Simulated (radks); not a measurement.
# Ionising iridium step by step, Ir⁴⁰⁺ to Ir⁵⁹⁺

One table from this session's results is given with a row withheld; the runs are named, their logs left out.

Program: radks (a radial shooting solver on a logarithmic mesh, Libxc functionals) version 1. Level of theory: Dirac Kohn-Sham, relativistic LDA (MacDonald-Vosko exchange, VWN5 correlation), spin-unpolarised, spherical densities, finite nucleus; open shells fill j = l - 1/2 first. These are calculated values, not measurements, unless marked.

### The system

| Quantity | Value |
| --- | --- |
| element | iridium (Z = 77) |
| charges | 40 to 59 |
| first configuration | [Kr] 4d1 |
| last configuration | [Ar] |

The first run:

The run's settings:

```text
Z 77
configuration [Kr] 4d1
relativity Dirac
functional lda_x_rel,vwn5
spin unpolarised
j_filling energy
nucleus finite rms 5.4032 fm
c 137.035999084
```

Among the steps run: Ir⁴⁰⁺, [Kr] 4d1.

One of the session's tables, all rows but one given; the rest of the session is left out.

It belongs to the step «Ir⁴⁰⁺, [Kr] 4d1». From the orbitals of this run (lengths in bohr):

| level | <r> | outermost maximum (interpolated) | 90 % within | nodes |
| --- | --- | --- | --- | --- |
| 3p3/2 | 0.1928 | 0.178 | 0.288 | 1 |
| 3d3/2 | 0.1677 | 0.138 | 0.260 | 0 |
| 3d5/2 | 0.1721 | 0.142 | 0.265 | 0 |
| 4s1/2 | 0.3829 | 0.376 | 0.542 | 3 |
| 4p1/2 | 0.3793 | 0.371 | 0.543 | 2 |
| 4p3/2 | 0.4009 | 0.395 | 0.572 | 2 |
| 4d3/2 | ? | ? | ? | ? |
| 4d5/2 | 0.3950 | 0.384 | 0.574 | 1 |

Estimate the missing values for 4d3/2.

The run gave: <r>: 0.3889; outermost maximum (interpolated): 0.377; 90 % within: 0.566; nodes: 1. In the column «<r>» it lies between 4s1/2 (0.3829) and 4d5/2 (0.3950).

Caveats from the session: Spin polarisation and multiplet splitting are left out, so open shells lie too high by an amount that depends on their filling.
